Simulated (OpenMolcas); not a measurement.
# Tm²⁺ among point charges: CASSCF and CASPT2 levels and susceptibility

How does a field of 8 point charges split the states of Tm²⁺, and what χT follows?

The numbers are computed with OpenMolcas 26.06 (state-averaged CASSCF and CASPT2, spin-orbit coupling by RASSI with atomic mean-field integrals), except any that are marked as measured or tabulated.

### Step 1. What is computed

```
Species                           : Tm²⁺ (thulium, Z = 69, 67 electrons)
Basis                             : ANO-RCC-VDZP [7s6p4d2f1g], 68 functions
Scalar Hamiltonian                : DKH2, point nucleus
Inactive shells                   : 1s 2s 2p 3s 3p 3d 4s 4p 4d 5s 5p
Active space                      : 13 electrons in 7 orbitals (4f)
Some configurations of this space : 4f¹³
Orbitals                          : optimised for the highest spin of each parity, averaged over all roots
```

Outer shells as boxes (Hund's rule):

4f13
```
4f [↑↓][↑↓][↑↓][↑↓][↑↓][↑↓][↑ ]
```

The ion sits among 8 point charges of -1.5 e arranged as a cube (Oh), 2.99 Å from the ion.

The work runs as a chain of OpenMolcas steps in one folder; each step below is one input file. Labels, J, g values, rates, χT and fits are worked out afterwards by a script from the matrices that RASSI stores. The input lists half of the charges; inversion (Group=XYZ) makes the rest.

### Step 2. GATEWAY and SEWARD: basis and integrals

a.inp

```
&GATEWAY
Coord
1

Tm 0.0 0.0 0.0
Basis=ANO-RCC-VDZP
Group=XYZ
NoMove
AngMom=0.0 0.0 0.0
AMFI
XField
4 Angstrom 0
1.726277 1.726277 1.726277 -1.500000
1.726277 1.726277 -1.726277 -1.500000
1.726277 -1.726277 1.726277 -1.500000
1.726277 -1.726277 -1.726277 -1.500000
&SEWARD
```

On the command line:

```
> OMP_NUM_THREADS=1 MOLCAS_MEM=2252 MOLCAS_PROJECT=a pymolcas a.inp > a.log
```

### Step 3. CASSCF: doublets of odd parity, 7 roots

a.inp

```
&RASSCF
FileOrb=start.orb
Symmetry=2
Spin=2
nActEl=13 0 0
Inactive=15 12
Ras2=0 7
CIRoot=7 7 1
SDav=7
CIMx=300
Iter=120 100
PrWF=0.3
OrbListing=Nothing
MaxOrb=0
>>> COPY $Project.JobIph JOB001
```

start.orb holds the contracted functions of the basis, ordered by shell, or the orbitals of the step before.

### Step 4. RASSI: spin-orbit coupling between the states

a.inp

```
&RASSI
NrOfJobIphs=1 7
1 2 3 4 5 6 7
IphNames
JOB001
EJob
SpinOrbit
DIPRint=1.0
SOCoupling=1000.0
Subsets=2
Property=9
'ANGMOM' 1 'ANGMOM' 2 'ANGMOM' 3 'MLTPL  1' 1 'MLTPL  1' 2 'MLTPL  1' 3
'AMFI' 1 'AMFI' 2 'AMFI' 3
SOProperty=3
'ANGMOM' 1 'ANGMOM' 2 'ANGMOM' 3
```

### Step 5. CASPT2: IPEA 0.25, imaginary shift 0.1 (closed shells correlated: 5s 5p)

a.inp

```
>>> COPY JOB001 $Project.JobIph
&CASPT2
Multistate=7 1 2 3 4 5 6 7
NoMult
Frozen=14 9
IPEA=0.25
Imaginary=0.1
MaxIter=60
WThr=0.0 0.3 0.05
PrWF=0.5
NoMix
```

(Steps that only read results are left out.)

Before running it: what results should come out? Wanted: spin-free ground state; first state of the same spin within the active space; lowest level; next level.

**Answer**, as computed:

```
                                            quantity                                                                        value
                                              method  SS-CASPT2, IPEA 0.25, imaginary shift 0.1 (closed shells correlated: 5s 5p)
                              spin-free ground state                                              2A2, 1-fold in its orbital part
first state of the same spin within the active space                                                             2T2 at 72.1 cm⁻¹
                                        lowest level                                              2-fold Γ7, g = 3.43, 3.43, 3.43
                                          next level                                                                    73.7 cm⁻¹
                                         χT at 300 K                                                               2.56 cm³ K/mol
                           effective moment at 300 K                                                                      4.53 μB
```

Cost by method:

```tsv
method	time of its own steps	time with the reference
A. CASSCF	2.4 s	2.4 s
B. SS-CASPT2, IPEA 0.25, imaginary shift 0.1, +5s 5p	1.5 s	3.9 s
```

Times are of one thread on a shared host.

What this shows: The spin-free ground state (2A2) comes to 100 % from free-ion F terms and keeps the highest spin of the shell. CASPT2 does not keep the components of a term degenerate, and the means are used. Point charges carry no covalency, so the field is a model and not that of real ligands.
